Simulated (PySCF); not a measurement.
# C6H13BClOSi: the cost of one run

Computed with PySCF 2.14.0, with density-fitted response routines of our own, on a single molecule, in the gas phase or a continuum. Atoms are numbered from 0 throughout.

## Step 1: Starting geometry

23 atoms, charge -1, multiplicity 1; geometry from: GFN2-xTB. The atoms were then displaced at random by about 0.01 Å, so the start is not that level's minimum.

Bonds of the start (Å): C0–C1 1.17, C1–C2 1.43, C2–Si3 1.99, Si3–C4 1.92, Si3–C5 1.93, Si3–O6 1.55, O6–B7 1.52, B7–C8 1.65, C8–Cl9 1.77, C0–H10 1.08, C2–H11 1.09, C2–H12 1.09, C4–H13 1.10, C4–H14 1.08, C4–H15 1.10, C5–H16 1.08, C5–H17 1.08, C5–H18 1.09, B7–H19 1.17, B7–H20 1.20, C8–H21 1.06, C8–H22 1.12.

## Step 2: Relaxing the molecule at PBE0-D3(BJ)/def2-SVP

What the job is given:

```
{"job": {"xc": "PBE0", "basis": "def2-SVP", "d3": "d3bj", "grid": 1, "shake": 0.01, "kind": "geom"}, "charge": -1, "multiplicity": 1}
C     -3.111110     1.837610    -0.597030
C     -2.490440     0.903100    -0.929280
C     -1.745590    -0.249550    -1.315670
Si    -0.254980    -0.687290    -0.079520
C     -0.748120     0.030080     1.628620
C     -0.392150    -2.597770     0.114020
O      1.046810    -0.188660    -0.745950
B      2.489100     0.144190    -0.399910
C      2.423290     1.705040     0.140110
Cl     4.022390     2.333070     0.565370
H     -3.684300     2.707330    -0.296670
H     -1.284670    -0.072290    -2.285390
H     -2.432630    -1.088570    -1.398720
H     -1.681790    -0.371960     2.054220
H     -0.877360     1.103000     1.572030
H      0.050960    -0.141310     2.360140
H     -1.368710    -2.933010     0.431990
H     -0.164400    -3.088410    -0.818790
H      0.332630    -2.960320     0.849650
H      3.102880     0.038450    -1.394240
H      2.840940    -0.592140     0.475390
H      1.822320     1.799080     1.009100
H      2.052590     2.393880    -0.663710
```

Started as:

```sh
OMP_NUM_THREADS=1 python probes_run.py task.json out
```

The driver reads the jobs from task.json and runs them one after another.

**Question.** How long does this first job take on 1 thread of Arm Neoverse V2, shared host, and how much memory does it need?

About 8.4 min, with a peak of 0.94 GiB.
